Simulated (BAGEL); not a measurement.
# SiH2SeCl (SMILES Cl[SiH][SeH]): ROHF/6-31G(d) (density fitting with qzvpp-jkfit, spherical functions)

Aim: the vertical doublet–quartet gap of SiH2SeCl at ROHF/6-31G* (density fitting with qzvpp-jkfit, spherical functions), from 2 runs. 

Program for the calculation: BAGEL 1.2.2.

7 further runs of the same task are left out: 4 that didn't finish, 3 set aside as unsound or not needed.

## Step 1: The system as given

The species is SiH2SeCl (5 atoms), meant as a doublet with charge 0. SMILES: `Cl[SiH][SeH]`. Geometry: relaxed at PBE0-D4/def2-TZVP. This is one conformer, not always the lowest.

Bond lengths: Cl1–Si2 2.061 Å, Si2–Se3 2.266 Å, Si2–H4 1.489 Å, Se3–H5 1.469 Å. Angles: Cl1–Si2–Se3 113.7°, Cl1–Si2–H4 107.9°, Se3–Si2–H4 104.8°, Si2–Se3–H5 93.1°.

## Step 2: A single-point energy at ROHF/6-31G(d) (density fitting with qzvpp-jkfit, spherical functions)

input.json

```json
{ "bagel" : [

{
  "title" : "molecule",
  "basis" : "6-31gs.json",
  "df_basis" : "qzvpp-jkfit",
  "angstrom" : true,
  "geometry" : [
    { "atom" : "Cl", "xyz" : [   -2.098500,   -0.286100,    0.143900 ] },
    { "atom" : "Si", "xyz" : [   -0.121800,   -0.761200,   -0.193900 ] },
    { "atom" : "Se", "xyz" : [    1.300800,    0.972900,    0.128200 ] },
    { "atom" : "H", "xyz" : [    0.283800,   -1.778100,    0.815900 ] },
    { "atom" : "H", "xyz" : [    0.685700,    1.778800,   -0.935500 ] }
  ]
},
{
  "title" : "rohf",
  "charge" : 0,
  "nopen" : 1
},
{
  "title" : "print",
  "file" : "orbitals.molden",
  "orbitals" : true
}

]}
```

The basis set 6-31G* is read from a file made from the Basis Set Exchange's data (not shown).

Command:

```
$ BAGEL_NUM_THREADS=1 BAGEL input.json > input.out
```

What it wrote:

```text
* using 1 threads per process

  ===============================================================
  ===============================================================

  *** Geometry ***

  { "atom" : "Cl", "xyz" : [     -3.965590,     -0.540651,      0.271932 ] },
  { "atom" : "Si", "xyz" : [     -0.230169,     -1.438460,     -0.366418 ] },
  { "atom" : "Se", "xyz" : [      2.458156,      1.838515,      0.242263 ] },
  { "atom" : "H", "xyz" : [      0.536304,     -3.360122,      1.541828 ] },
  { "atom" : "H", "xyz" : [      1.295785,      3.361445,     -1.767839 ] },

  Number of auxiliary basis functions:      558

  Since a DF basis is specified, we compute 2- and 3-index integrals:
    o Being stored without compression. Storage requirement is 0.023 GB

  Number of basis functions:       72
  Number of electrons      :       67

    * METHOD: MOLECULE                             0.29

  *** Open-shell HF ***

  === Nuclear Repulsion ===
   288.2418347740

      * DIIS with orbital gradients will be used.

  === ROHF iteration (6-31gs.json) ===
      0      -3149.03625587          0.02112479           0.19
      1      -3149.11027719          0.01119429           0.19
      2      -3149.12597331          0.00617425           0.19
      3      -3149.13055685          0.00111775           0.19
      4      -3149.13138655          0.00041338           0.19
      5      -3149.13160828          0.00014703           0.19
      6      -3149.13166133          0.00004109           0.19
      7      -3149.13168348          0.00001516           0.20
      8      -3149.13168640          0.00000688           0.19
      9      -3149.13168749          0.00000179           0.19
     10      -3149.13168758          0.00000078           0.19
     11      -3149.13168760          0.00000035           0.19
     12      -3149.13168757          0.00000013           0.19
     13      -3149.13168757          0.00000005           0.19
     14      -3149.13168757          0.00000003           0.19
     15      -3149.13168757          0.00000001           0.19
     16      -3149.13168757          0.00000001           0.19
    * SCF iteration converged.

    * S^2 (ROHF) is 0.7500

    * Permanent dipole moment:
           (   -0.357894,     0.218199,     0.393836) a.u.

    * METHOD: ROHF                                 3.50

    * METHOD: PRINT                                0.01

  ===============================================================
```

It took 4.2 s on 1 thread of Arm Neoverse V2, shared host.

## Step 3: The quartet at the same level

Changes to input.json since step 2:

```diff
@@ -15,12 +15,4 @@
 },
-{
-  "title" : "rohf",
-  "charge" : 0,
-  "nopen" : 1
-},
-{
-  "title" : "print",
-  "file" : "orbitals.molden",
-  "orbitals" : true
-}
+{ "title" : "rohf", "nopen" : 3 },
+{ "title" : "print", "file" : "orbitals.molden", "orbitals" : true }
```

The basis set 6-31G* is read from a file made from the Basis Set Exchange's data (not shown).

Command:

```
$ BAGEL_NUM_THREADS=1 BAGEL input.json > input.out
```

What it wrote:

```text
* using 1 threads per process

  ===============================================================
  ===============================================================

  *** Geometry ***

  { "atom" : "Cl", "xyz" : [     -3.965590,     -0.540651,      0.271932 ] },
  { "atom" : "Si", "xyz" : [     -0.230169,     -1.438460,     -0.366418 ] },
  { "atom" : "Se", "xyz" : [      2.458156,      1.838515,      0.242263 ] },
  { "atom" : "H", "xyz" : [      0.536304,     -3.360122,      1.541828 ] },
  { "atom" : "H", "xyz" : [      1.295785,      3.361445,     -1.767839 ] },

  Number of auxiliary basis functions:      558

  Since a DF basis is specified, we compute 2- and 3-index integrals:
    o Being stored without compression. Storage requirement is 0.023 GB

  Number of basis functions:       72
  Number of electrons      :       67

    * METHOD: MOLECULE                             0.29

  *** Open-shell HF ***

  === Nuclear Repulsion ===
   288.2418347740

      * DIIS with orbital gradients will be used.

  === ROHF iteration (6-31gs.json) ===
      0      -3148.84867577          0.01749449           0.19
      1      -3148.91268575          0.00835159           0.19
      2      -3148.92611630          0.00434772           0.18
      3      -3148.92942130          0.00103415           0.18
      4      -3148.93061149          0.00036574           0.19
      5      -3148.93091887          0.00020453           0.18
      6      -3148.93108392          0.00011815           0.18
      7      -3148.93115772          0.00008033           0.17
      8      -3148.93120048          0.00004761           0.17
      9      -3148.93121042          0.00003777           0.18
     10      -3148.93121297          0.00003037           0.18
     11      -3148.93122172          0.00002595           0.18
     12      -3148.93122461          0.00002143           0.18
     13      -3148.93123012          0.00001796           0.19
     14      -3148.93123194          0.00001607           0.19
     15      -3148.93123810          0.00001334           0.19
     16      -3148.93124210          0.00001013           0.19
     17      -3148.93123911          0.00000752           0.19
     18      -3148.93123754          0.00000460           0.19
     19      -3148.93123678          0.00000235           0.18
     20      -3148.93123472          0.00000143           0.17
     21      -3148.93123452          0.00000098           0.18
     22      -3148.93123454          0.00000074           0.18
     23      -3148.93123472          0.00000054           0.17
     24      -3148.93123466          0.00000039           0.18
     25      -3148.93123456          0.00000037           0.18
     26      -3148.93123456          0.00000034           0.17
     27      -3148.93123467          0.00000027           0.19
     28      -3148.93123468          0.00000020           0.19
     29      -3148.93123463          0.00000015           0.18
     30      -3148.93123463          0.00000010           0.18
     31      -3148.93123455          0.00000006           0.18
     32      -3148.93123448          0.00000003           0.19
     33      -3148.93123451          0.00000001           0.18
     34      -3148.93123450          0.00000001           0.18
    * SCF iteration converged.

    * S^2 (ROHF) is 3.7500

    * Permanent dipole moment:
           (   -0.434001,     0.386790,     0.195519) a.u.

    * METHOD: ROHF                                 6.62

    * METHOD: PRINT                                0.01

  ===============================================================
```

It took 7.2 s on 1 thread of Arm Neoverse V2, shared host.

## Step 4: Outcome

Level: ROHF/6-31G* (density fitting with qzvpp-jkfit, spherical functions).

```
                                        quantity           value
                           doublet: total energy  -3149.13169 Eh
                          doublet: dipole moment          1.46 D
                                   doublet: ⟨S²⟩           0.750
                           quartet: total energy  -3148.93123 Eh
                          quartet: dipole moment          1.56 D
                                   quartet: ⟨S²⟩           3.750
vertical energy of the quartet above the doublet        5.455 eV
```

At this shape the quartet lies 5.45 eV (526 kJ/mol) above the doublet.
